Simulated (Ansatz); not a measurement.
# LiInPt: pressure up to the limit of the methods

Aim: compress LiInPt step by step, far beyond the usual range, and follow pressure and electronic structure. Methods of the runs shown: LAPW and crystal datasets. Companion runs by PAW are cited. Its runs: the reference run (LAPW); volume scaled by 0.85 (LAPW); volume scaled by 0.75 (LAPW); volume scaled by 0.6 (LAPW and crystal datasets).

Method: DFT PBEsol, with the methods named in each step, in Ansatz 0.2.0.

2 further runs of the same task are left out: 2 that didn't finish.

### 1 The starting structure

Symmetry: P-6m2, No. 187, hexagonal system. The conventional cell has a = 4.467 Å, b = 4.467 Å, c = 2.885 Å, α = 90.00°, β = 90.00°, γ = 120.00°. Li (site symmetry -6m2) has 3 Pt at 2.58 Å and 2 Li at 2.88 Å and 6 In at 2.96 Å as nearest neighbours. In (site symmetry -6m2) has 2 In at 2.88 Å and 6 Pt at 2.96 Å and 6 Li at 2.96 Å as nearest neighbours. Around Pt (site symmetry -6m2) lie 3 Li at 2.58 Å and 2 Pt at 2.88 Å and 6 In at 2.96 Å.

Structure file:

```cif
data_structure
_symmetry_space_group_name_H-M 'P-6m2'
_symmetry_Int_Tables_number 187
_cell_length_a 4.4675
_cell_length_b 4.4675
_cell_length_c 2.8846
_cell_angle_alpha 90.000
_cell_angle_beta 90.000
_cell_angle_gamma 120.000
_cell_volume 49.86
loop_
_atom_site_label
_atom_site_type_symbol
_atom_site_symmetry_multiplicity
_atom_site_Wyckoff_symbol
_atom_site_fract_x
_atom_site_fract_y
_atom_site_fract_z
_atom_site_occupancy
Li1 Li 1 a 0.00000 0.00000 0.00000 1
In1 In 1 d 0.33333 0.66667 0.50000 1
Pt1 Pt 1 e 0.66667 0.33333 0.00000 1
```

The file gives the conventional cell by its symmetry; the runs use the cell typed in the input.

Whether this phase is the stable one at these pressures isn't tested.

Atoms are numbered in the order of the input: Li1, In2, Pt3.

### 2 The reference volume, LAPW

File input.yaml:

```yaml
crystal:
  lattice:
    - [4.4674876125, 0.0, 0.0]
    - [-2.2337438063, 3.8689577636, 0.0]
    - [0.0, 0.0, 2.8845581184]
  atoms:
    - { symbol: Li, position: [0.0, 0.0, 0.0] }
    - { symbol: In, position: [0.3333333333, 0.6666666667, 0.5] }
    - { symbol: Pt, position: [0.6666666667, 0.3333333333, 0.0] }
kpoints:
  mp_grid: { grid: [9, 9, 12] }
  band_path:
    path:
      - [0.0, 0.0, 0.0]
      - [0.5, 0.0, 0.0]
      - [0.3333333333, 0.3333333333, 0.0]
      - [0.0, 0.0, 0.0]
      - [0.0, 0.0, 0.5]
      - [0.5, 0.0, 0.5]
      - [0.3333333333, 0.3333333333, 0.5]
      - [0.0, 0.0, 0.5]
      - [0.5, 0.0, 0.5]
    npoints: 14
scf:
  occupations: { method: fermi_dirac, width: 0.05 }
hamiltonian:
  xc: pbesol
  pseudopotentials: { kind: all_electron, lapw: { basis_error: 0.001 } }
output:
  forces: true
  stress: true
  eigenvalues: true
  populations: true
```

The run is started by

```console
ansatz run input.yaml --threads 1 --pin off --max-ram 3072MiB --backend cpu --events-out ev --progress --plain --runs-dir out
```

### 3 Volume scaled by 0.85, LAPW

input.yaml: that of step 2 with these lines changed.

```diff
@@ -2,5 +2,5 @@
   lattice:
-    - [4.4674876125, 0.0, 0.0]
-    - [-2.2337438063, 3.8689577636, 0.0]
-    - [0.0, 0.0, 2.8845581184]
+    - [4.2083490233, 0.0, 0.0]
+    - [-2.1041745116, 3.6445371622, 0.0]
+    - [0.0, 0.0, 2.7631307166]
   atoms:
@@ -22,3 +22,3 @@
       - [0.5, 0.0, 0.5]
-    npoints: 14
+    npoints: 6
 scf:
```

### 4 Volume scaled by 0.75, LAPW

input.yaml: that of step 3 with these lines changed.

```diff
@@ -2,5 +2,5 @@
   lattice:
-    - [4.2083490233, 0.0, 0.0]
-    - [-2.1041745116, 3.6445371622, 0.0]
-    - [0.0, 0.0, 2.7631307166]
+    - [4.0179494252, 0.0, 0.0]
+    - [-2.0089747126, 3.4796462734, 0.0]
+    - [0.0, 0.0, 2.6745969138]
   atoms:
```

### 5 Volume scaled by 0.6, LAPW

input.yaml: that of step 4 with these lines changed.

```diff
@@ -2,5 +2,5 @@
   lattice:
-    - [4.0179494252, 0.0, 0.0]
-    - [-2.0089747126, 3.4796462734, 0.0]
-    - [0.0, 0.0, 2.6745969138]
+    - [3.6981547394, 0.0, 0.0]
+    - [-1.8490773697, 3.2026959514, 0.0]
+    - [0.0, 0.0, 2.5257310294]
   atoms:
```

### 6 Volume scaled by 0.6, crystal datasets

File input.yaml:

```yaml
crystal:
  lattice:
    - [3.6981547394, 0.0, 0.0]
    - [-1.8490773697, 3.2026959514, 0.0]
    - [0.0, 0.0, 2.5257310294]
  atoms:
    - { symbol: Li, position: [0.0, 0.0, 0.0] }
    - { symbol: In, position: [0.3333333333, 0.6666666667, 0.5] }
    - { symbol: Pt, position: [0.6666666667, 0.3333333333, 0.0] }
kpoints:
  mp_grid: { grid: [9, 9, 12] }
scf:
  occupations: { method: fermi_dirac, width: 0.05 }
hamiltonian:
  xc: pbesol
  pseudopotentials: { kind: all_electron, datasets: crystal }
output:
  forces: true
  stress: true
  eigenvalues: true
  efg: { contact_densities: true }
```

(Steps that only read results are left out.)

What does the calculation give? Wanted: LAPW pressure at 0.6 of the volume; PAW pressure at 0.6 of the volume; crystal datasets pressure at 0.6 of the volume; fitted bulk modulus at zero pressure.

The runs gave:

| quantity | value |
| --- | --- |
| LAPW pressure at 0.6 of the volume | 154.5 GPa |
| PAW pressure at 0.6 of the volume | 154.7 GPa |
| crystal datasets pressure at 0.6 of the volume | 154.5 GPa |
| fitted bulk modulus at zero pressure (LAPW) | 112 GPa |
| its pressure derivative | 4.78 |

What this shows: At 0.6 of the starting volume LAPW gives 155 GPa. One third-order Birch-Murnaghan curve follows these points (B₀ = 112 GPa, B′ = 4.78, misfit at most 0.14 GPa). A fit over so wide a range leans to the high pressures, so B₀ can be off by several per cent. Where LAPW's pressure is over 3 GPa, PAW's departs from it by at most 0.1 %, at 0.6 of the volume. The ions are at rest, and the electrons smeared by 0.05 eV. Spin-orbit coupling is left out, though the cell holds Pt; in elements this heavy it can shift bands and gaps by tenths of an eV.
